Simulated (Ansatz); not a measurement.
# AuH8NOSi2: ionisation energy by level of theory

How much energy removes an electron from AuH8NOSi2 at fixed geometry? The cation is run at each level and the neutral's energy taken from earlier runs.

Method: unrestricted cation, the program's frozen cores in correlated methods; program: Ansatz 0.2.0, Gaussian basis.

The runs, in order: UKS PBE-D4/def2-TZVPP; UKS r2SCAN-D4/def2-TZVPP; UKS PBE0-D4/def2-TZVPP; UKS B3LYP-D4/def2-TZVPP; UKS wB97X-V/def2-TZVPP; UKS wB97M-V/def2-TZVPP; UKS B2PLYP/def2-TZVPP; UHF-CCSD(T)/def2-TZVPP; UHF-MP2/def2-QZVPP; extrapolation to the limit; then −ε(HOMO) from the neutral's earlier runs with LDA (SPW92), PBE-D4, revPBE-D4, BLYP-D4, r2SCAN-D4, B97M-V, PBE0-D4, B3LYP-D4, r2SCANh-D4, r2SCAN0-D4, HSE06-D4, BHLYP-D4, CAM-B3LYP-D4, LC-ωPBE, ωB97X-V, ωB97M-V.

### Step 1. Structure used throughout

All runs share one geometry, relaxed beforehand with PBE0-D4 in a triple-zeta def2 set. Au takes the def2 core potential; no spin-orbit term is included.

SMILES `[OH2+][Au-][N]([SiH3])[SiH3]`, 13 atoms, charge 0, spin multiplicity 1.

Atoms are counted from 1 here; the program's logs count them from 0.

Bond lengths: O1–Au2 2.140 Å, O1–H6 0.963 Å, O1–H7 0.963 Å, Au2–N3 1.970 Å, N3–Si4 1.712 Å, N3–Si5 1.711 Å, Si4–H8 1.492 Å, Si4–H9 1.493 Å, Si4–H10 1.493 Å, Si5–H11 1.491 Å, Si5–H12 1.493 Å, Si5–H13 1.494 Å. Angles: Au2–O1–H6 111.7°, Au2–O1–H7 111.7°, H6–O1–H7 107.2°, O1–Au2–N3 179.7°, Au2–N3–Si4 115.9°, Au2–N3–Si5 115.5°, Si4–N3–Si5 128.6°, N3–Si4–H8 108.7°, N3–Si4–H9 112.8°, N3–Si4–H10 112.9°, H8–Si4–H9 108.1°, H8–Si4–H10 108.1°, H9–Si4–H10 106.1°, N3–Si5–H11 109.0°, N3–Si5–H12 112.8°, N3–Si5–H13 112.9°, H11–Si5–H12 108.0°, H11–Si5–H13 108.0° and more.

### Step 2. Cation, UKS PBE-D4/def2-TZVPP

The input, in.yaml:

```yaml
crystal:
  periodic: [false, false, false]
  atoms:
    - {symbol: O, position_ang: [-1.287048, 2.988521, -1.359941]}
    - {symbol: Au, position_ang: [-0.495315, 1.193711, -0.504470]}
    - {symbol: N, position_ang: [0.236641, -0.452678, 0.290946]}
    - {symbol: Si, position_ang: [1.074119, -0.258908, 1.771424]}
    - {symbol: Si, position_ang: [-0.042162, -1.887445, -0.598316]}
    - {symbol: H, position_ang: [-2.240402, 2.932695, -1.485114]}
    - {symbol: H, position_ang: [-0.896956, 3.175950, -2.220358]}
    - {symbol: H, position_ang: [1.550595, -1.595504, 2.230932]}
    - {symbol: H, position_ang: [0.219336, 0.324059, 2.847408]}
    - {symbol: H, position_ang: [2.260290, 0.639939, 1.653878]}
    - {symbol: H, position_ang: [0.562999, -3.036988, 0.134193]}
    - {symbol: H, position_ang: [-1.494621, -2.175636, -0.792786]}
    - {symbol: H, position_ang: [0.552534, -1.847716, -1.967797]}
basis:
  gaussian: {orbitals: def2-TZVPP}
total_charge: 1
magnetization: {spin_polarized: true, initial_magnetization: 1}
hamiltonian: {xc: pbe, dispersion: d4}
```

Run with:

```sh
> ansatz run in.yaml --threads 2 --pin off --events-out ev --progress --plain --max-ram 22528MiB --backend cuda --devices 0, --max-vram 18GiB
```

Further steps of the session: Cation, UKS r2SCAN-D4/def2-TZVPP; Cation, UKS PBE0-D4/def2-TZVPP; Cation, UKS B3LYP-D4/def2-TZVPP; Cation, UKS wB97X-V/def2-TZVPP; Cation, UKS wB97M-V/def2-TZVPP; Cation, UKS B2PLYP (frozen core)/def2-TZVPP; Cation, UHF-CCSD(T)/def2-TZVPP; Cation, UHF-MP2/def2-QZVPP.

**Question.** What will the summary of the whole plan be? Wanted: ionisation energy, CCSD(T)/CBS; nearest functional by difference; nearest −ε(HOMO); −ε(HOMO) of PBE; T1 of the cation.

The runs gave:

```
                        quantity               value
  ionisation energy, CCSD(T)/CBS             8.35 eV
nearest functional by difference  ωB97M-V (-0.26 eV)
                nearest −ε(HOMO)  ωB97M-V (+0.14 eV)
                 −ε(HOMO) of PBE             5.06 eV
                T1 of the cation               0.024
```

**Reading.** By cation minus neutral, the functionals miss by 0.56 eV at most. The PBE orbital energy is 3.3 eV too small: a semilocal HOMO is no ionisation energy. Among orbital estimates ωB97M-V comes nearest. Hartree-Fock falls 1.55 eV short, as the neutral has more correlation energy than the cation. Correlated methods include outer-core shells of Au, which these sets cover unevenly.
